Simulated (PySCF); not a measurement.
# A diatomic session: SnF−

What are the lowest state that PBE0 finds, the bond length, vibrational wavenumber and bond energy of SnF−, and how much do these hang on the method?

Computed with PySCF 2.14.0. Level: Sn aug-cc-pVDZ-PP with ECP28, F aug-cc-pVDZ, scalar-relativistic core potentials.

1 further run of the same task is left out (set aside as unsound or not needed).

### Step 1. The job

The job is set up so:

```yaml
atoms: Sn, F
charge: -1
basis: Sn aug-cc-pVDZ-PP with ECP28, F aug-cc-pVDZ
Hamiltonian: scalar-relativistic core potentials
basis_functions: 55
electrons_treated: 32
masses_in_u: 119.9022, 18.9984
levels: PBE0, PBE, r²SCAN, B3LYP, TPSSh, BLYP, LC-ωPBE, HF, MP2, SCS-MP2
grid: 80 radial by 434 angular points
occupations: held fixed by the projection of orbital angular momentum
dissociation_limit: Sn + F−, each in its ground configuration
starting_distance_in_angstrom: 2.065
values_of_2S_to_try: 0, 2
```

Run with:

```bash
$ OMP_NUM_THREADS=1 python dia.py task.json out
```

The runs that follow: PBE0 along the bond; Higher solutions at PBE0; PBE (GGA); r²SCAN (meta-GGA); B3LYP; TPSSh (hybrid meta-GGA); BLYP (GGA); LC-ωPBE; UHF.

What does the calculation give? Wanted: for each run, Re; ωe; De; μ.

The runs gave:

Lowest PBE0 solution found, without spin–orbit coupling: ³Σ⁻ (triplet), unpaired electrons π ↑↑. State 2 has its PBE0 minimum 0.23 eV higher, as a spin-mixed determinant (⟨S²⟩ = 1.01), so this is no gap between pure states. State 3 has its PBE0 minimum 1.54 eV higher. The other levels ran on the lowest alone.

| level | Re (Å) | ωe (cm⁻¹) | De (eV) | μ (D) |
| --- | --- | --- | --- | --- |
| UHF | 2.039 | 469 | 2.66 | -1.73 |
| UHF-MP2 | 2.067 | 447 | 2.69 | n/a |
| UHF-SCS-MP2 | 2.072 | 442 | 2.62 | n/a |
| PBE | 2.091 | 426 | 2.80 | -1.75 |
| BLYP | 2.109 | 411 | 2.61 | -1.93 |
| r²SCAN | 2.060 | 452 | 2.97 | -1.61 |
| TPSSh | 2.069 | 446 | 2.85 | -1.66 |
| B3LYP | 2.081 | 433 | 2.66 | -1.93 |
| PBE0 | 2.062 | 450 | 2.82 | -1.74 |
| LC-ωPBE | 2.062 | 451 | 2.68 | -1.85 |

De is counted to Sn + F− in their ground configurations. A positive dipole points from Sn to F; in an ion it is taken about the centre of mass and does not tell which atom is negative.

The methods spread over 0.071 Å in bond length, from UHF to BLYP. Among the levels with a De in the table, it runs from 2.61 eV (BLYP) to 2.97 eV (r²SCAN).

Correlated steps freeze 5 core orbitals. Spin–orbit coupling is left out, which matters for elements this heavy, above all for dissociation energies. With some functionals the highest level of the anion is positive, from self-interaction error or because the anion is truly unbound there; the finite basis then holds the extra electron, and no neutral molecule was run to test the binding.
